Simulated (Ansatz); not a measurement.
# AlClFHS: shape, modes and thermochemistry

Aim: relax AlClFHS from a cheap starting geometry, then compute its harmonic vibrations to see whether it is a minimum and to get the zero-point energy and entropy.

Program: Ansatz 0.2.0, Gaussian basis. Level of theory: RKS PBE0-D4/def2-TZVP. These are calculated values, not measurements.

Levels to be run: relaxation at PBE-D4/def2-SVP; relaxation at PBE0-D4/def2-TZVP; harmonic vibrations at the same level.

1 further run of the same task is left out (set aside as unsound or not needed).

### Step 1. The starting structure

SMILES `[F][Al]([SH])[Cl]`, 5 atoms, charge 0, spin multiplicity 1.

Atoms are counted from 1 here; the program's logs count them from 0.

Bond lengths: F1–Al2 1.812 Å, Al2–S3 2.241 Å, Al2–Cl4 2.169 Å, S3–H5 1.395 Å. Angles: F1–Al2–S3 118.7°, F1–Al2–Cl4 123.5°, S3–Al2–Cl4 117.8°, Al2–S3–H5 93.4°.

As a file:

```xyz
5

F    -1.0672   -1.2125    1.4802
Al   -0.4687   -0.3866   -0.0175
S     1.7242    0.0292   -0.2146
Cl   -1.7605    0.2037   -1.6570
H     1.6220    1.2926    0.3675
```

The start is a force-field geometry with small random shifts, so a cheaper pass at PBE-D4/def2-SVP comes first.

### Step 2. Relaxation at PBE-D4/def2-SVP (cheap first pass)

Contents of in.yaml:

```yaml
crystal:
  periodic: [false, false, false]
  atoms:
    - {symbol: F, position_ang: [-1.067200, -1.212500, 1.480200]}
    - {symbol: Al, position_ang: [-0.468700, -0.386600, -0.017500]}
    - {symbol: S, position_ang: [1.724200, 0.029200, -0.214600]}
    - {symbol: Cl, position_ang: [-1.760500, 0.203700, -1.657000]}
    - {symbol: H, position_ang: [1.622000, 1.292600, 0.367500]}
basis:
  gaussian: {orbitals: def2-SVP}
hamiltonian: {xc: pbe, dispersion: d4}
relax: {f_tol: 0.03, max_steps: 200}
```

The program printed, cut to the lines that bear on the results:

```text
Functional definition: PBE
  name "PBE"
  cite "Perdew, Burke & Ernzerhof, Phys. Rev. Lett. 77, 3865 (1996) doi:10.1103/PhysRevLett.77.3865"
  parent pbe
[...]
799 factors; their error is unknown
[...]
mean field -32664.96991650 eV, -1200.4155033194 hartree, gradient 1.2e-5 eV, S^2 0.000000; 0 other end points of the search recorded, 0 dependent functions left out
[...]
reference -32664.96995049 eV, -1200.4155045687 hartree; 28, 28 occupied and 45, 45 virtual orbitals, 799 factors
relax step   1: F+E_penalty+E_count = -32665.09053851 eV  Δ(F+E_penalty+E_count) = +0.000e0 eV  max|allowed force component| = 2.545e0 eV/Å  Δτ_max = 0.0000 Å  (25 SCF iters, accepted)
[...]
relax step   4: F+E_penalty+E_count = -32665.43502578 eV  Δ(F+E_penalty+E_count) = -2.383e-2 eV  max|allowed force component| = 1.628e-1 eV/Å  Δτ_max = 0.0335 Å  (24 SCF iters, accepted)
[...]
relax step   7: F+E_penalty+E_count = -32665.44061034 eV  Δ(F+E_penalty+E_count) = -2.728e-3 eV  max|allowed force component| = 1.003e-1 eV/Å  Δτ_max = 0.0824 Å  (27 SCF iters, accepted)
[...]
relax step  10: F+E_penalty+E_count = -32665.50053282 eV  Δ(F+E_penalty+E_count) = -3.573e-2 eV  max|allowed force component| = 1.246e0 eV/Å  Δτ_max = 0.1783 Å  (30 SCF iters, accepted)
[...]
relax step  13: F+E_penalty+E_count = -32665.63068587 eV  Δ(F+E_penalty+E_count) = -6.723e-3 eV  max|allowed force component| = 5.139e-2 eV/Å  Δτ_max = 0.0559 Å  (23 SCF iters, accepted)
[...]
relax step  14: F+E_penalty+E_count = -32665.63040246 eV  Δ(F+E_penalty+E_count) = +2.834e-4 eV  max|allowed force component| = 3.452e-2 eV/Å  Δτ_max = 0.0674 Å  (27 SCF iters, rejected (line search))
[...]
relax step  15: F+E_penalty+E_count = -32665.63211121 eV  Δ(F+E_penalty+E_count) = -1.425e-3 eV  max|allowed force component| = 1.277e-2 eV/Å  Δτ_max = 0.0323 Å  (23 SCF iters, accepted)
799 factors; their error is unknown
mean field -32665.50636651 eV, -1200.4352174937 hartree, gradient 7.4e-5 eV, S^2 0.000000; 1 other end points of the search recorded, 0 dependent functions left out
[...]
reference -32665.50640002 eV, -1200.4352187251 hartree; 28, 28 occupied and 45, 45 virtual orbitals, 799 factors
Total energy: -32665.63214471 eV, -1200.4398397576 hartree
Atom 0 at    -1.094106    -1.556478     1.136085 Å, force    -0.000140    -0.000354     0.000428 eV/Å
Atom 1 at    -0.434036    -0.370260     0.164278 Å, force    -0.008286     0.004875    -0.007500 eV/Å
Atom 2 at     1.626567     0.232506     0.509715 Å, force    -0.001881    -0.008919     0.006435 eV/Å
Atom 3 at    -1.621338     0.483733    -1.341916 Å, force     0.012769    -0.004867     0.010212 eV/Å
Atom 4 at     1.572713     1.136899    -0.509563 Å, force    -0.002462     0.009266    -0.009574 eV/Å
Dipole moment:     0.166796     0.217766    -0.157761 e Å
```

Wall time 19 s (2 threads, shared host).

Along the way:

```
step  energy from step 1 (eV)  largest force component (eV/Å)
   1                   0.0000                          2.5450
   2                  -0.2440                          1.4130
   3                  -0.3207                          0.7457
   4                  -0.3445                          0.1628
   5                  -0.3469                          0.0350
   6                  -0.3473                          0.0185
   7                  -0.3501                          0.1003
   8                  -0.3581                          0.2579
   9                  -0.3743                          1.0120
  10                  -0.4100                          1.2460
  11                  -0.4911                          0.4706
  12                  -0.5334                          0.3392
  13                  -0.5401                          0.0514
  14                  -0.5399                          0.0345
  15                  -0.5416                          0.0128
```

The force was under the threshold of 0.03 eV/Å already at step 6, but the program went on to step 15.

Close pairs (by a distance rule), those that changed most:

```
   bond  before (Å)  after (Å)  change (Å)
 F1–Al2       1.812      1.669      -0.143
Al2–Cl4       2.169      2.099      -0.070
 Al2–S3       2.241      2.175      -0.066
  S3–H5       1.395      1.364      -0.031
```

### Step 3. Geometry optimisation, PBE0-D4/def2-TZVP

Contents of in.yaml:

```yaml
crystal:
  periodic: [false, false, false]
  atoms:
    - {symbol: F, position_ang: [-1.094106, -1.556478, 1.136085]}
    - {symbol: Al, position_ang: [-0.434036, -0.370260, 0.164278]}
    - {symbol: S, position_ang: [1.626567, 0.232506, 0.509715]}
    - {symbol: Cl, position_ang: [-1.621338, 0.483733, -1.341916]}
    - {symbol: H, position_ang: [1.572713, 1.136899, -0.509563]}
basis:
  gaussian: {orbitals: def2-TZVP}
hamiltonian: {xc: pbe0, dispersion: d4}
relax: {f_tol: 0.005, max_steps: 150}
```

The program printed, cut to the lines that bear on the results:

```text
Functional definition: PBE0
  name "PBE0"
  cite "Adamo & Barone, J. Chem. Phys. 110, 6158 (1999) doi:10.1063/1.478522"
  cite "Perdew, Burke & Ernzerhof, Phys. Rev. Lett. 77, 3865 (1996) doi:10.1103/PhysRevLett.77.3865"
  parent pbe
[...]
1018 factors; their error is unknown
[...]
mean field -32682.05389523 eV, -1201.0433279579 hartree, gradient 5.6e-5 eV, S^2 0.000000; 0 other end points of the search recorded, 0 dependent functions left out
[...]
reference -32682.05392288 eV, -1201.0433289740 hartree; 28, 28 occupied and 120, 120 virtual orbitals, 1018 factors
relax step   1: F+E_penalty+E_count = -32682.16193035 eV  Δ(F+E_penalty+E_count) = +0.000e0 eV  max|allowed force component| = 6.602e-1 eV/Å  Δτ_max = 0.0000 Å  (25 SCF iters, accepted)
[...]
1018 factors; their error is unknown
[...]
mean field -32682.08062836 eV, -1201.0443103823 hartree, gradient 1.9e-5 eV, S^2 0.000000; 1 other end points of the search recorded, 0 dependent functions left out
[...]
reference -32682.08065598 eV, -1201.0443113973 hartree; 28, 28 occupied and 120, 120 virtual orbitals, 1018 factors
Total energy: -32682.18971239 eV, -1201.0483191467 hartree
Atom 0 at    -1.074772    -1.532306     1.119976 Å, force     0.000239     0.000494     0.000369 eV/Å
Atom 1 at    -0.434546    -0.368733     0.162645 Å, force     0.000670    -0.000864     0.000192 eV/Å
Atom 2 at     1.608236     0.228143     0.503509 Å, force    -0.000808    -0.001043     0.000188 eV/Å
Atom 3 at    -1.607462     0.476178    -1.327980 Å, force     0.000219     0.000449    -0.000373 eV/Å
Atom 4 at     1.558343     1.123119    -0.499550 Å, force    -0.000321     0.000964    -0.000375 eV/Å
Dipole moment:     0.160913     0.201841    -0.142032 e Å
```

It took 22 s on 2 threads, shared host; peak memory 0.33 GiB.

Along the way:

```
step  energy from step 1 (eV)  largest force component (eV/Å)
   1                   0.0000                          0.6602
   2                  -0.0217                          0.3880
   3                  -0.0274                          0.0519
   4                  -0.0276                          0.0261
   5                  -0.0276                          0.0454
   6                  -0.0278                          0.0010
```

Distances of close pairs at the start and the end, largest changes first:

```
   bond  before (Å)  after (Å)  change (Å)
 F1–Al2       1.669      1.637      -0.032
Al2–Cl4       2.099      2.076      -0.023
 Al2–S3       2.175      2.155      -0.019
  S3–H5       1.364      1.345      -0.019
```

Mulliken charges at the end point, from the run's report:

```
atom  value (e)
  F1      -0.31
 Al2       0.65
  S3      -0.29
 Cl4      -0.23
  H5       0.19
```

### Step 4. Force constants and modes

Contents of in.yaml:

```yaml
crystal:
  periodic: [false, false, false]
  atoms:
    - {symbol: F, position_ang: [-1.074772, -1.532306, 1.119976]}
    - {symbol: Al, position_ang: [-0.434546, -0.368733, 0.162645]}
    - {symbol: S, position_ang: [1.608236, 0.228143, 0.503509]}
    - {symbol: Cl, position_ang: [-1.607462, 0.476178, -1.327980]}
    - {symbol: H, position_ang: [1.558343, 1.123119, -0.499550]}
basis:
  gaussian: {orbitals: def2-TZVP}
hamiltonian: {xc: pbe0, dispersion: d4}
phonons: {temperatures: {t_min: 298.15, t_max: 900, t_step: 200}}
```

The program printed, cut to the lines that bear on the results:

```text
Functional definition: PBE0
  name "PBE0"
  cite "Adamo & Barone, J. Chem. Phys. 110, 6158 (1999) doi:10.1063/1.478522"
  cite "Perdew, Burke & Ernzerhof, Phys. Rev. Lett. 77, 3865 (1996) doi:10.1103/PhysRevLett.77.3865"
  parent pbe
[...]
1018 factors; their error is unknown
[...]
mean field -32682.08062860 eV, -1201.0443103911 hartree, gradient 5.8e-5 eV, S^2 0.000000; 0 other end points of the search recorded, 0 dependent functions left out
[...]
reference -32682.08065621 eV, -1201.0443114058 hartree; 28, 28 occupied and 120, 120 virtual orbitals, 1018 factors
[...]
1018 factors; their error is unknown
mean field -32682.08059986 eV, -1201.0443093348 hartree, gradient 6.6e-7 eV, S^2 0.000000; 0 other end points of the search recorded, 0 dependent functions left out
[...]
reference -32682.08062747 eV, -1201.0443103495 hartree; 28, 28 occupied and 120, 120 virtual orbitals, 1018 factors
[...]
1018 factors; their error is unknown
[...]
mean field -32682.08058164 eV, -1201.0443086652 hartree, gradient 9.1e-7 eV, S^2 0.000000; 0 other end points of the search recorded, 0 dependent functions left out
[...]
reference -32682.08060925 eV, -1201.0443096800 hartree; 28, 28 occupied and 120, 120 virtual orbitals, 1018 factors
Total energy: -32682.18971262 eV, -1201.0483191551 hartree
Atom 0 at    -1.074772    -1.532306     1.119976 Å, force     0.000232     0.000483     0.000376 eV/Å
Atom 1 at    -0.434546    -0.368733     0.162645 Å, force     0.000679    -0.000847     0.000179 eV/Å
Atom 2 at     1.608236     0.228143     0.503509 Å, force    -0.000813    -0.001047     0.000189 eV/Å
Atom 3 at    -1.607462     0.476178    -1.327980 Å, force     0.000222     0.000445    -0.000367 eV/Å
Atom 4 at     1.558343     1.123119    -0.499550 Å, force    -0.000321     0.000965    -0.000377 eV/Å
Dipole moment:     0.160912     0.201839    -0.142030 e Å
Vibrations: 135.73 192.81 223.32 266.96 420.28 590.45 691.62 881.45 2707.13 cm⁻¹, zero-point energy 0.378756 eV
```

Run time: 66 s. Hardware: 2 threads, shared host; peak memory 0.33 GiB.

Motions are named by where the mode's potential energy lies. The modes, unscaled (a negative number is an imaginary wavenumber):

```
mode  cm⁻¹                          motion
   1   136                            bend
   2   193                            bend
   3   223  out-of-plane bend with torsion
   4   267                         torsion
   5   420          Al–S and Al–Cl stretch
   6   590          Al–Cl and Al–S stretch
   7   692                            bend
   8   881                    Al–F stretch
   9  2707                     S–H stretch
```

Ideal gas, rigid rotor and harmonic oscillator at 298.15 K and 1 bar, with symmetry number 1:

```
                term            value
   zero-point energy      36.5 kJ/mol
          H(298) − E      54.0 kJ/mol
entropy, translation  168.0 J/(mol K)
   entropy, rotation  115.1 J/(mol K)
  entropy, vibration   43.7 J/(mol K)
      entropy, total  326.7 J/(mol K)
```

### Step 5. Results

| quantity | value |
| --- | --- |
| point group | Cs |
| steps | 15 + 6 |
| shift from the start (rms) | 0.599 Å |
| total energy | -32682.1897 eV |
| dispersion term | -109 meV |
| dipole moment | 1.42 D |
| lowest, highest wavenumber | 136, 2707 cm⁻¹ |
| zero-point energy | 36.5 kJ/mol |
| entropy at 298.15 K | 326.7 J/(mol K) |

The relaxed geometry lies 0.60 Å (rms) from the start; the bond that changed most is F1–Al2, from 1.812 to 1.637 Å. No mode is imaginary: a true minimum at this level. The stiffest mode, 2707 cm⁻¹, is an S–H stretch, and 2 modes under 200 cm⁻¹ make the vibrational entropy uncertain. Harmonic hybrid wavenumbers usually lie a few per cent above measured fundamentals. The largest Mulliken charge, +0.65 e, sits on Al2.
